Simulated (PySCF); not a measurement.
# C4H11AlOSi: electronic excitations

Aim: predict the electronic excitations of C4H11AlOSi (`C=C1[CH2][AlH2-][O+]([SiH3])C1`).

Computed with PySCF 2.14.0, with density-fitted response routines of our own, on a single molecule in the gas phase. Atoms count from 0, in the outputs and in this text.

### Step 1. Starting geometry

18 atoms, charge 0, multiplicity 1; geometry from: GFN2-xTB.

Bonds of the start (Å): C0–C1 1.33, C1–C2 1.49, C2–Al3 2.04, Al3–O4 1.95, O4–Si5 1.66, O4–C6 1.43, C6–C1 1.51, C0–H7 1.08, C0–H8 1.08, C2–H9 1.09, C2–H10 1.10, Al3–H11 1.56, Al3–H12 1.56, Si5–H13 1.45, Si5–H14 1.46, Si5–H15 1.46, C6–H16 1.10, C6–H17 1.09.

### Step 2. TDDFT and polarisability: PBE0/def2-SVPD

The job: settings as JSON, then the geometry in Å.

```
{"job": {"kind": "uv", "xc": "PBE0", "basis": "def2-SVPD", "nstates": 8, "ntriplets": 3}, "charge": 0, "multiplicity": 1}
C     -2.027604     1.370080     0.424671
C     -1.328279     0.493458    -0.286335
C     -1.660356    -0.942290    -0.482454
Al     0.102120    -1.754611     0.144798
O      0.946483    -0.147757    -0.559054
Si     2.577148     0.111061    -0.752855
C     -0.000777     0.867944    -0.891235
H     -2.973271     1.105987     0.864264
H     -1.687067     2.379547     0.587275
H     -2.632170    -1.163814    -0.034488
H     -1.751498    -1.141660    -1.562868
H      0.821413    -2.817768    -0.742427
H      0.517313    -1.660059     1.645137
H      3.135854    -1.131386    -0.259093
H      2.781189     0.375396    -2.178065
H      2.899047     1.296857     0.041325
H     -0.075009     0.929776    -1.984486
H      0.346705     1.835555    -0.515287
```

Level: TDDFT PBE0/def2-SVPD, vertical, gas phase, core orbitals frozen in the response.

Run with:

```console
$ OMP_NUM_THREADS=1 python probes_run.py task.json out
```

The driver reads the jobs from task.json and runs them one after another.

What it wrote:

```text
coarse grid: 15504 points
cycle   1  E = -765.1606714325  dE =  6.670e-01  |g| = 6.051e-01  |ddm| = 6.896e+00
cycle   2  E = -765.1005673856  dE =  6.010e-02  |g| = 8.245e-01  |ddm| = 2.082e+00
cycle   3  E = -765.2412605308  dE = -1.407e-01  |g| = 1.005e-01  |ddm| = 1.185e+00
cycle   4  E = -765.2429682187  dE = -1.708e-03  |g| = 4.370e-02  |ddm| = 2.521e-01
cycle   5  E = -765.2434378237  dE = -4.696e-04  |g| = 1.002e-02  |ddm| = 9.622e-02
cycle   6  E = -765.2434586292  dE = -2.081e-05  |g| = 4.955e-03  |ddm| = 2.526e-02
cycle   7  E = -765.2434650003  dE = -6.371e-06  |g| = 5.348e-04  |ddm| = 1.020e-02
final grid: 138952 points
cycle   8  E = -765.3520269551  dE = -3.030e-05  |g| = 8.798e-03  |ddm| = 1.735e-01
cycle   9  E = -765.3520125529  dE =  1.440e-05  |g| = 1.217e-02  |ddm| = 3.784e-02
cycle  10  E = -765.3520441923  dE = -3.164e-05  |g| = 1.229e-03  |ddm| = 1.934e-02
cycle  11  E = -765.3520445496  dE = -3.573e-07  |g| = 1.674e-04  |ddm| = 2.099e-03
cycle  12  E = -765.3520445557  dE = -6.121e-09  |g| = 8.235e-05  |ddm| = 6.614e-04
cycle  13  E = -765.3520445574  dE = -1.655e-09  |g| = 3.701e-05  |ddm| = 2.332e-04
cycle  14  E = -765.3520445577  dE = -3.324e-10  |g| = 5.872e-06  |ddm| = 7.807e-05
converged SCF energy = -765.3520445577

Static polarisability (au): isotropic 105.438, principal 88.944 102.963 124.408

Singlet excitations
state   eV       nm        f      main configurations
  1   5.0034    247.8   0.06731   H->L 0.98
  2   5.5895    221.8   0.00063   H-1->L 0.97
  3   5.8750    211.0   0.06640   H->L+1 0.58, H->L+2 0.26, H->L+3 0.09
  4   6.0079    206.4   0.08715   H->L+2 0.50, H->L+1 0.31, H->L+3 0.10
  5   6.3377    195.6   0.01069   H->L+3 0.78, H->L+2 0.20
  6   6.4668    191.7   0.01325   H->L+4 0.91
  7   6.6386    186.8   0.00699   H-1->L+1 0.53, H-2->L 0.24, H->L+5 0.13
  8   6.6541    186.3   0.00402   H->L+5 0.45, H-1->L+1 0.32, H->L+6 0.11

Triplet excitations (Tamm-Dancoff, eV): 3.9280 5.1507 5.3836
```

Wall time 59 s (1 thread of Arm Neoverse V1, shared host); peak memory 0.92 GiB.

The orbitals next to the gap, with their largest atomic shares:

| orbital | eV | atoms |
| --- | --- | --- |
| HOMO−3 | -9.48 | C1 16 %, C2 14 %, C6 12 % |
| HOMO−2 | -8.31 | C1 21 %, C2 18 %, C0 15 % |
| HOMO−1 | -7.40 | Al3 35 %, H12 29 %, H11 24 % |
| HOMO | -6.57 | C2 26 %, C0 25 %, C1 18 % |
| LUMO | -0.76 | Si5 34 %, H14 9 %, H13 8 % |
| LUMO+1 | 0.20 | C1 19 %, C0 19 %, Si5 12 % |
| LUMO+2 | 0.31 | Si5 31 %, Al3 16 %, H15 8 % |

With each of the 8 states as a Gaussian band of 0.4 eV half-width at 1/e, the curve within the window shown has maxima at 247 nm (ε 2,800), 207 nm (ε 6,400) L/(mol cm). Beyond the last state computed it falls off for lack of states. The curve at chosen wavelengths:

```
 nm  ε (L/mol/cm)
178           422
182           843
186          1421
190          2197
194          3247
199          4839
203          5925
207          6382
211          6028
215          5045
219          3845
223          2822
227          2203
232          2029
236          2216
240          2496
244          2708
248          2753
252          2606
256          2300
260          1903
265          1381
269          1006
273           699
277           464
281           297
```

Leading natural transition orbitals of singlet state 4: the hole lies on C2 29 %; C0 22 %; C1 11 %; the particle on H10, H16 about 11 % each; C1 10 %; H13, H14, H15 about 7 % each.

Leading natural transition orbitals of singlet state 1: the hole lies on C0, C2 about 25 % each; C1 11 %; Al3 10 %; the particle on Si5 16 %; H13, H14, H15 about 14 % each; O4 7 %.

Further results of this job:

| property | computed |
| --- | --- |
| dipole moment (D) | 3.79 |
| polarisability (Å³) | 15.62 |
| HOMO–LUMO gap (eV) | 5.81 |
| −ε(HOMO) (eV) | 6.57 |

Orbitals, density, ELF and potential are computed afterwards from the orbital file.

Frontier orbitals at PBE0/def2-SVPD, with the share of their density that lies nearest to each atom:

| orbital | energy (eV) | lies on |
| --- | --- | --- |
| HOMO | -6.57 | C0, C2 about 26 % each; C1 13 %; Al3 9 % |
| LUMO | -0.76 | Si5 16 %; H13, H14, H15 about 15 % each; O4 6 % |

ELF in a plane through or near 7 of the atoms.

Values, 10 rows by 14 columns:
```
0.00 0.00 0.00 0.00 0.00 0.00 0.00 0.00 0.00 0.00 0.00 0.00 0.00 0.00
0.00 0.00 0.00 0.00 0.16 0.84 0.64 0.03 0.00 0.00 0.00 0.00 0.00 0.00
0.00 0.00 0.00 0.02 0.99 1.00 1.00 0.21 0.16 0.07 0.08 0.00 0.00 0.00
0.00 0.00 0.02 0.02 0.17 0.96 0.10 0.14 0.88 0.92 0.99 0.41 0.00 0.00
0.00 0.01 0.62 0.94 0.21 0.36 0.61 0.29 0.58 0.64 0.65 0.01 0.00 0.00
0.00 0.00 0.15 0.20 0.50 0.86 0.79 0.59 0.33 0.64 0.37 0.50 0.04 0.00
0.00 0.00 0.08 0.48 0.24 0.10 0.59 0.70 0.29 0.68 0.61 0.26 0.02 0.00
0.00 0.00 0.01 0.07 0.15 0.01 0.91 0.97 0.02 0.43 0.29 0.03 0.00 0.00
0.00 0.00 0.00 0.00 0.00 0.00 0.00 0.00 0.00 0.00 0.00 0.00 0.00 0.00
0.00 0.00 0.00 0.00 0.00 0.00 0.00 0.00 0.00 0.00 0.00 0.00 0.00 0.00
```
The map spans 11.8 Å across and 10.5 Å up, centred on the molecule. Atoms in the plane (x, y in Å): C1 (1.4, -0.3), C2 (1.4, 1.2), O4 (-1.0, 0.0), C6 (0.0, -0.9), H9 (2.4, 1.6), H11 (-1.3, 2.6), H17 (-0.1, -1.9).

On the surface of density 0.002 e/bohr³ the electrostatic potential runs, from the 1st to the 99th percentile, from -1.14 to 1.80 V.

### Step 3. What came out

```
                                quantity                        value
         lowest singlet (PBE0/def2-SVPD)  5.00 eV (248 nm), f = 0.067
brightest single state of those computed  state 4, 6.01 eV, f = 0.087
                          lowest triplet                      3.93 eV
   surface potential, 1st and 99th percentile           -1.14 V and 1.80 V
```

What this shows: The lowest singlet, at 5.00 eV, is HOMO→LUMO 0.98 and is bright; of the 8 states computed, the strongest absorption comes from state 4 at 6.01 eV. The lowest triplet lies 1.08 eV below the lowest singlet (triplets in Tamm-Dancoff, singlets in full TDDFT). By nearest atom (PBE0/def2-SVPD), the HOMO sits on C0, C2 about 26 % each; C1 13 % and the LUMO on Si5 16 %; H13, H14, H15 about 15 % each.
